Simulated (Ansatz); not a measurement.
# BGeHO (singlet): from Hartree-Fock to the top rungs, cc-pVTZ

The task here is to estimate one member of a computed series from the others.

The runs use Ansatz 0.2.0, Gaussian basis; cc-pVTZ, core rule «outside noble gas», up to 16 orbitals frozen.

The runs, in order: UHF; CCSD(T) on RHF; CCSD(T) on UHF; BCCD(T) on RHF; CCSDT(Q) on RHF; CCSDT(Q) on UHF.

4 further runs of the same task are left out: 4 set aside as unsound or not needed.

**The system**

The geometry is a PBE0/def2-TZVP stationary point (not a proven minimum). No spin-orbit coupling is included. The filled d shell of Ge may be among the frozen orbitals whatever the setting's name suggests; the logs give the count.

4 atoms, charge 0, spin multiplicity 1.

Atoms are counted from 1 here; the program's logs count them from 0.

Bond lengths: B1–O2 1.282 Å, O2–Ge3 1.840 Å, Ge3–H4 1.598 Å. Angles: B1–O2–Ge3 148.6°, O2–Ge3–H4 91.9°.

The first run:

Input file in.yaml:

```yaml
crystal:
  periodic: [false, false, false]
  atoms:
    - {symbol: B, position_ang: [0.000000, -0.186963, 2.397395]}
    - {symbol: O, position_ang: [0.000000, 0.275320, 1.201770]}
    - {symbol: Ge, position_ang: [0.000000, -0.053740, -0.608390]}
    - {symbol: H, position_ang: [0.000000, 1.507965, -0.944858]}
basis:
  gaussian: {orbitals: cc-pVTZ}
magnetization: {spin_polarized: true, initial_magnetization: 0}
hamiltonian: {xc: hf}
output: {orbitals: {seedname: orbitals}}
```

Started as:

```sh
> ansatz run in.yaml --threads 1 --pin off --events-out ev --progress --plain --max-ram 4096MiB --backend cpu
```

Among the steps run: UHF; CCSD(T) on RHF; CCSD(T) on UHF; BCCD(T) on RHF; CCSDT(Q) on RHF; CCSDT(Q) on UHF.

One of the session's tables, all rows but one given; the rest of the session is left out.

| method | from RCCSDT(Q) (kJ/mol) |
| --- | --- |
| RHF | +1155.6 |
| UHF | +1155.5 |
| RMP2 | +116.9 |
| RCCSD | +50.5 |
| RCCSD(T) | ? |
| BCCD(T) | +3.6 |
| RCCSDT | +2.8 |
| RCCSDT(Q) | 0 |

Estimate the missing values for RCCSD(T).

**Answer.** from RCCSDT(Q) (kJ/mol): +4.3. In the column «from RCCSDT(Q) (kJ/mol)» it lies between BCCD(T) (+3.6) and RCCSD (+50.5).

Not comparable, so not listed: CCSD(T) on UHF; CCSDT(Q) on UHF (they don't share determinant, frozen orbitals or solution with the rows shown, or repeat one).

To keep in mind: Warnings: restricted reference is unstable.
